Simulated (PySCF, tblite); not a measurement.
# C7H2F14: electronic excitations, NMR shifts

What do calculations give for the electronic excitations, NMR shifts of C7H2F14 (`FC(F)C(F)(F)C(F)(F)C(F)(F)C(F)(F)C(F)(F)C(F)F`)?

Computed with tblite 0.8.0 and PySCF 2.14.0 and routines of our own; the level stands in each step. Atoms count from 0.

## Step 1: The system as given

23 atoms, charge 0, multiplicity 1; geometry from: force field, distance geometry or constructed start.

## Step 2: Optimising the geometry with GFN2-xTB

The job: settings as JSON, then the geometry in Å.

```
{"job": {"kind": "relax", "xc": "GFN2-xTB", "basis": "xTB"}, "charge": 0, "multiplicity": 1}
F     -2.443100     1.076000    -1.851600
C     -3.000900     1.018300    -0.620500
F     -4.339000     1.000300    -0.807900
C     -2.560300    -0.230700     0.119000
F     -2.908300    -1.350900    -0.570600
F     -3.264200    -0.307100     1.298200
C     -1.076700    -0.255300     0.452000
F     -0.789500     0.810800     1.261700
F     -0.810100    -1.370400     1.202100
C     -0.160700    -0.233900    -0.747900
F     -0.644500    -1.069600    -1.716300
F     -0.174600     1.011200    -1.302600
C      1.276800    -0.634100    -0.449400
F      1.335400    -1.943100    -0.083500
F      1.987600    -0.564900    -1.627000
C      1.970300     0.238700     0.576200
F      1.820900     1.552400     0.238500
F      1.401400     0.083400     1.791800
C      3.449700    -0.099400     0.636400
F      3.649100    -1.392900     0.996400
F      4.063600     0.658700     1.585100
H     -2.750400     1.930200    -0.065600
H      3.964600     0.088500    -0.308500
```

The run is started by

```bash
OMP_NUM_THREADS=1 python large_run.py task.json out
```

This one command runs all jobs of the session in turn.

The program printed:

```text
step      E/eV     max force
  0   -2236.51272    1.863
  1   -2236.69780    0.441
  2   -2236.71173    0.280
  3   -2236.73801    0.223
  4   -2236.74666    0.197
  5   -2236.75858    0.223
  6   -2236.76895    0.217
  7   -2236.77999    0.180
  8   -2236.78864    0.188
  9   -2236.79568    0.141
 10   -2236.80115    0.138
 11   -2236.80506    0.128
 12   -2236.80780    0.111
 13   -2236.81016    0.102
 14   -2236.81226    0.091
 15   -2236.81315    0.073
 16   -2236.81458    0.049
 17   -2236.81505    0.055
 18   -2236.81589    0.060
 19   -2236.81663    0.075
 20   -2236.81754    0.060
 21   -2236.81822    0.049
 22   -2236.81877    0.050
 23   -2236.81929    0.048
 24   -2236.81982    0.048
 25   -2236.82026    0.045
 26   -2236.82064    0.041
 27   -2236.82104    0.056
 28   -2236.82154    0.068
 29   -2236.82211    0.054
 30   -2236.82262    0.053
 31   -2236.82302    0.047
 32   -2236.82332    0.042
 33   -2236.82358    0.036
 34   -2236.82382    0.039
 35   -2236.82408    0.044
 36   -2236.82435    0.039
 37   -2236.82460    0.034
 38   -2236.82477    0.026
 39   -2236.82489    0.024
 40   -2236.82502    0.026
 41   -2236.82519    0.030
 42   -2236.82537    0.031
 43   -2236.82556    0.027
 44   -2236.82572    0.028
 45   -2236.82587    0.028
 46   -2236.82602    0.027
 47   -2236.82617    0.028
 48   -2236.82634    0.026
 49   -2236.82651    0.024
 50   -2236.82664    0.024
 51   -2236.82676    0.024
 52   -2236.82691    0.023
 53   -2236.82713    0.033
 54   -2236.82740    0.038
 55   -2236.82769    0.044
 56   -2236.82796    0.036
 57   -2236.82819    0.031
 58   -2236.82841    0.030
 59   -2236.82859    0.031
 60   -2236.82874    0.031
 61   -2236.82888    0.026
 62   -2236.82904    0.027
 63   -2236.82921    0.027
 64   -2236.82938    0.032
 65   -2236.82953    0.032
 66   -2236.82969    0.031
 67   -2236.82992    0.027
 68   -2236.83010    0.026
 69   -2236.83023    0.023
 70   -2236.83033    0.025
 71   -2236.83042    0.022
 72   -2236.83050    0.016
```

Run time: 1.7 s. Hardware: 1 thread of Arm Neoverse N1, shared host; peak memory 0.18 GiB.

Along the way:

```tsv
step	energy from step 0 (eV)	largest force (eV/Å)
0	0.0000	1.8629
1	-0.1851	0.4417
2	-0.1990	0.2801
3	-0.2253	0.2230
4	-0.2339	0.1970
5	-0.2459	0.2231
6	-0.2562	0.2168
7	-0.2673	0.1805
8	-0.2759	0.1881
13	-0.2974	0.1020
18	-0.3032	0.0602
24	-0.3071	0.0478
29	-0.3094	0.0541
35	-0.3114	0.0442
40	-0.3123	0.0251
46	-0.3133	0.0265
51	-0.3140	0.0244
57	-0.3155	0.0315
62	-0.3163	0.0269
68	-0.3174	0.0262
69	-0.3175	0.0226
70	-0.3176	0.0249
71	-0.3177	0.0217
72	-0.3178	0.0157
```

Distances of close pairs at the start and the end, largest changes first:

```tsv
bond	before (Å)	after (Å)	change (Å)
C6–C9	1.510	1.560	+0.050
C12–C15	1.515	1.560	+0.045
C9–C12	1.522	1.564	+0.042
C3–C6	1.521	1.561	+0.041
C1–C3	1.517	1.554	+0.037
C15–C18	1.519	1.554	+0.036
C6–F8	1.370	1.340	-0.030
C9–F10	1.368	1.340	-0.027
```

The final coordinates are the input of the step that follows.

## Step 3: Electronic excitations: TDA CAM-B3LYP/6-31G*

The job: settings as JSON, then the geometry in Å.

```
{"job": {"kind": "uv", "basis": "6-31G*", "grid": 1, "kgrid": 0, "vcut": 1.5, "nstates": 6, "ntriplets": 2, "tda": true, "delta": ["ip_vertical"], "pop": true, "xc": "CAM-B3LYP"}, "charge": 0, "multiplicity": 1}
F     -2.620159     0.984448    -1.937021
C     -3.127089     1.004846    -0.696153
F     -4.460008     0.948861    -0.803611
C     -2.637412    -0.230492     0.108655
F     -2.918261    -1.373158    -0.533406
F     -3.315130    -0.258043     1.273921
C     -1.119255    -0.183906     0.470891
F     -0.894453     0.962535     1.148510
F     -0.851769    -1.196454     1.307130
C     -0.147786    -0.211517    -0.749233
F     -0.623082    -1.014940    -1.711121
F     -0.093433     1.030983    -1.264573
C      1.305786    -0.681603    -0.414712
F      1.280405    -1.964695    -0.034796
F      2.012594    -0.626521    -1.564231
C      2.053685     0.174659     0.652817
F      1.849265     1.485592     0.405576
F      1.549476    -0.077845     1.868550
C      3.584263    -0.094295     0.617220
F      3.829130    -1.409045     0.678148
F      4.156255     0.479429     1.681667
H     -2.841823     1.944849    -0.196034
H      4.025948     0.322504    -0.302148
```

With the program's defaults for keys left out, this is: TDA CAM-B3LYP/6-31G*, vertical, gas phase, core orbitals frozen in the response, virtual orbitals cut by energy.

The program printed:

```text
start: PBE on a coarse grid of 22878 points
cycle   1  E = -1663.4430461236  dE =  3.606e+00  |g| = 1.854e+00  |ddm| = 5.138e+00
cycle   2  E = -1661.0102507793  dE =  2.433e+00  |g| = 4.349e+00  |ddm| = 4.560e+00
cycle   3  E = -1663.9916678509  dE = -2.981e+00  |g| = 2.026e-01  |ddm| = 3.442e+00
cycle   4  E = -1663.9954931127  dE = -3.825e-03  |g| = 1.553e-01  |ddm| = 3.150e-01
cycle   5  E = -1663.9993368502  dE = -3.844e-03  |g| = 4.651e-02  |ddm| = 1.412e-01
cycle   6  E = -1663.9997247213  dE = -3.879e-04  |g| = 7.087e-03  |ddm| = 3.952e-02
final grid: 106642 points
cycle   7  E = -1665.2038265906  dE = -1.151e-02  |g| = 1.933e-01  |ddm| = 4.782e-01
cycle   8  E = -1665.1999503423  dE =  3.876e-03  |g| = 2.494e-01  |ddm| = 2.665e-01
cycle   9  E = -1665.2099676143  dE = -1.002e-02  |g| = 9.306e-03  |ddm| = 1.606e-01
cycle  10  E = -1665.2099783060  dE = -1.069e-05  |g| = 4.627e-03  |ddm| = 8.920e-03
cycle  11  E = -1665.2099805486  dE = -2.243e-06  |g| = 1.529e-03  |ddm| = 4.046e-03
cycle  12  E = -1665.2099835579  dE = -3.009e-06  |g| = 1.397e-04  |ddm| = 1.139e-03
cycle  13  E = -1665.2099835223  dE =  3.561e-08  |g| = 7.796e-05  |ddm| = 2.433e-04
converged SCF energy = -1665.2099835223
Vertical ionisation energy (delta-SCF) = 11.6728 eV   <S^2> = 0.753

Static polarisability (au): isotropic 68.758, principal 64.112 64.653 77.508

Singlet excitations
state   eV       nm        f      main configurations
  1   9.0074    137.6   0.02793   H->L 0.80
  2   9.2446    134.1   0.02209   H->L+1 0.73, H-1->L+3 0.09
  3   9.4802    130.8   0.00648   H-1->L 0.47, H->L+2 0.19, H-1->L+1 0.16
  4   9.5701    129.6   0.07585   H-1->L+1 0.44, H->L+3 0.20, H-1->L 0.11
  5  10.1281    122.4   0.03929   H-2->L 0.43, H-1->L+2 0.23
  6  10.2539    120.9   0.02272   H-2->L+1 0.50, H-1->L+3 0.21

Triplet excitations (Tamm-Dancoff, eV): 8.5221 8.6351
```

It took 2.1 min on 1 thread of Arm Neoverse N1, shared host; peak memory 0.62 GiB.

Frontier orbitals and where they lie:

```tsv
orbital	eV	atoms
HOMO−4	-13.13	F0 30 %, F2 11 %, F5 7 %
HOMO−3	-12.63	F20 12 %, F19 11 %, F13 8 %
HOMO−2	-11.91	F0 8 %, F2 8 %, F10 7 %
HOMO−1	-11.18	C3 11 %, C1 9 %, F2 9 %
HOMO	-10.88	C15 9 %, C12 9 %, C9 8 %
LUMO	1.98	C9 17 %, C6 15 %, C12 13 %
LUMO+1	2.04	C9 16 %, C12 14 %, C6 13 %
LUMO+2	2.98	C15 18 %, C1 10 %, C6 10 %
LUMO+3	3.15	C3 16 %, C18 12 %, C15 11 %
```

With each of the 6 states as a Gaussian band of 0.4 eV half-width at 1/e, the curve within the window shown has maxima at 130 nm (ε 4,200) L/(mol cm). Beyond the last state computed it falls off for lack of states. The curve at chosen wavelengths:

```
 nm  ε (L/mol/cm)
117          1044
118          1501
119          1970
120          2384
122          2899
123          3033
124          3159
125          3327
126          3554
127          3814
129          4208
130          4246
131          4156
132          3956
133          3677
134          3352
136          2656
137          2309
138          1969
139          1642
140          1334
141          1054
143           599
144           430
145           299
146           201
```

Further results of this job:

```tsv
property	computed
dipole moment (D)	1.79
polarisability (Å³)	10.19
HOMO–LUMO gap (eV)	12.86
−ε(HOMO) (eV)	10.88
```

## Step 4: NMR shifts: GIAO KT3/pcSseg-1

Settings changed since step 3:

```diff
@@ -1,2 +1,2 @@
-{"job": {"kind": "uv", "basis": "6-31G*", "grid": 1, "kgrid": 0, "vcut": 1.5, "nstates": 6, "ntriplets": 2, "tda": true, "delta": ["ip_vertical"], "pop": true, "xc": "CAM-B3LYP"}, "charge": 0, "multiplicity": 1}
+{"job": {"kind": "nmr", "xc": "KT3", "basis": "pcSseg-1", "pop": false}, "charge": 0, "multiplicity": 1}
 F     -2.620159     0.984448    -1.937021
```

Level: GIAO KT3/pcSseg-1 NMR shielding, non-relativistic, gas phase.

The program printed:

```text
start: PBE on a coarse grid of 22878 points
cycle   1  E = -1663.2319572412  dE =  3.551e+00  |g| = 1.765e+00  |ddm| = 4.468e+00
cycle   2  E = -1661.1786405532  dE =  2.053e+00  |g| = 4.093e+00  |ddm| = 4.042e+00
cycle   3  E = -1663.7023069134  dE = -2.524e+00  |g| = 1.680e-01  |ddm| = 3.038e+00
cycle   4  E = -1663.7036456948  dE = -1.339e-03  |g| = 1.548e-01  |ddm| = 2.472e-01
cycle   5  E = -1663.7072618383  dE = -3.616e-03  |g| = 3.622e-02  |ddm| = 1.201e-01
cycle   6  E = -1663.7074809104  dE = -2.191e-04  |g| = 8.348e-03  |ddm| = 2.970e-02
final grid: 228941 points
cycle   7  E = -1686.1583950495  dE = -1.848e-02  |g| = 5.956e-01  |ddm| = 7.020e-01
cycle   8  E = -1686.0347107267  dE =  1.237e-01  |g| = 1.079e+00  |ddm| = 1.059e+00
cycle   9  E = -1686.2046962514  dE = -1.700e-01  |g| = 9.806e-02  |ddm| = 7.615e-01
cycle  10  E = -1686.2066389996  dE = -1.943e-03  |g| = 1.502e-02  |ddm| = 8.945e-02
cycle  11  E = -1686.2066688637  dE = -2.986e-05  |g| = 5.482e-03  |ddm| = 1.391e-02
cycle  12  E = -1686.2066726834  dE = -3.820e-06  |g| = 1.097e-03  |ddm| = 4.346e-03
cycle  13  E = -1686.2066732761  dE = -5.927e-07  |g| = 4.467e-04  |ddm| = 1.117e-03
cycle  14  E = -1686.2066739946  dE = -7.185e-07  |g| = 9.164e-05  |ddm| = 3.323e-04
converged SCF energy = -1686.2066739946

GIAO shielding tensors (ppm)
atom      isotropic    diamagn.    paramagn.     s11        s22        s33       span
  0 F      305.211     475.359    -170.149    211.196    314.848    389.588    178.392
  1 C       71.279     246.247    -174.968     50.363     74.133     89.340     38.977
  2 F      319.653     460.683    -141.030    215.351    340.141    403.466    188.115
  3 C       68.088     245.760    -177.672     52.619     69.859     81.786     29.168
  4 F      309.674     472.326    -162.652    215.712    331.061    382.249    166.537
  5 F      304.740     468.046    -163.306    212.872    327.796    373.553    160.682
  6 C       68.451     244.643    -176.192     51.634     73.533     80.186     28.552
  7 F      291.972     477.292    -185.320    208.360    324.864    342.691    134.330
  8 F      303.436     477.245    -173.808    223.778    325.750    360.781    137.002
  9 C       68.221     245.931    -177.710     51.504     73.844     79.315     27.812
 10 F      301.695     474.773    -173.078    218.432    327.716    358.936    140.505
 11 F      282.437     477.319    -194.882    197.077    315.028    335.205    138.128
 12 C       67.552     249.020    -181.468     51.458     72.674     78.525     27.066
 13 F      288.955     474.981    -186.026    203.048    314.312    349.505    146.456
 14 F      307.510     472.897    -165.387    215.200    340.982    366.347    151.148
 15 C       69.202     239.971    -170.769     53.745     72.964     80.897     27.151
 16 F      296.423     477.605    -181.182    215.953    324.994    348.323    132.370
 17 F      306.235     477.129    -170.894    226.810    328.492    363.403    136.593
 18 C       70.133     241.527    -171.395     51.641     72.780     85.977     34.335
 19 F      308.324     470.457    -162.133    213.347    323.389    388.236    174.890
 20 F      318.307     463.367    -145.060    214.697    330.030    410.195    195.498
 21 H       25.297      28.679      -3.381     22.476     26.495     26.921      4.445
 22 H       25.164      26.201      -1.037     22.674     25.612     27.206      4.532
```

Wall time 48 s (1 thread of Arm Neoverse N1, shared host); peak memory 0.59 GiB.

The references, computed at this level on geometries of the same kind, shield at (ppm): ¹H TMS 31.76, ¹³C TMS 184.7, ¹⁹F CFCl3 142.4. Their shielding less the atom's gives the shift. The references are single molecules in the gas phase, so shifts against H2O, NH3, PH3, H3PO4 or CFCl3 are not on the usual liquid scales and can be off by tens of ppm. Atoms listed in one row are averaged.

```tsv
atoms	environment	σ (ppm)	δ (ppm)
C6, C12	fully substituted sp3 carbon bonded to 2 F	68.0	116.7
C9	fully substituted sp3 carbon bonded to 2 F	68.2	116.5
C3, C15	fully substituted sp3 carbon bonded to 2 F	68.6	116.1
C1, C18	sp3 CH bonded to 2 F	70.7	114.0
H21, H22	hydrogen on an sp3 CH bonded to 2 F	25.23	6.53
F10, F11	fluorine of a CF2 group	292.1	-149.7
F7, F8, F13, F14	fluorine of a CF2 group	298.0	-155.6
F4, F5, F16, F17	fluorine of a CF2 group	304.3	-161.9
F0, F2, F19, F20	fluorine of a CF2 group	312.9	-170.5
```

## Step 5: Outcome

```
                                                                quantity                               value
                                       lowest singlet (CAM-B3LYP/6-31G*)         9.01 eV (138 nm), f = 0.028
                                brightest single state of those computed         state 4, 9.57 eV, f = 0.076
                                                          lowest triplet                             8.52 eV
  ¹³C shifts against TMS (KT3/pcSseg-1, means over atoms taken as alike)      116.7, 116.5, 116.1, 114.0 ppm
   ¹H shifts against TMS (KT3/pcSseg-1, means over atoms taken as alike)                            6.53 ppm
¹⁹F shifts against CFCl3 (KT3/pcSseg-1, means over atoms taken as alike)  -149.7, -155.6, -161.9, -170.5 ppm
```

In words: The first singlet state (HOMO→LUMO 0.80) lies at 9.01 eV and is weak; of the 6 states computed, the strongest absorption comes from state 4 at 9.57 eV. The lowest triplet lies 0.49 eV below the lowest singlet. The basis of CAM-B3LYP/6-31G* has no diffuse functions, so Rydberg states are missing and the high states are unreliable. At KT3/pcSseg-1: The largest span, 184 ppm, is at F0, F2, F19, F20, where the paramagnetic term is -155 ppm.
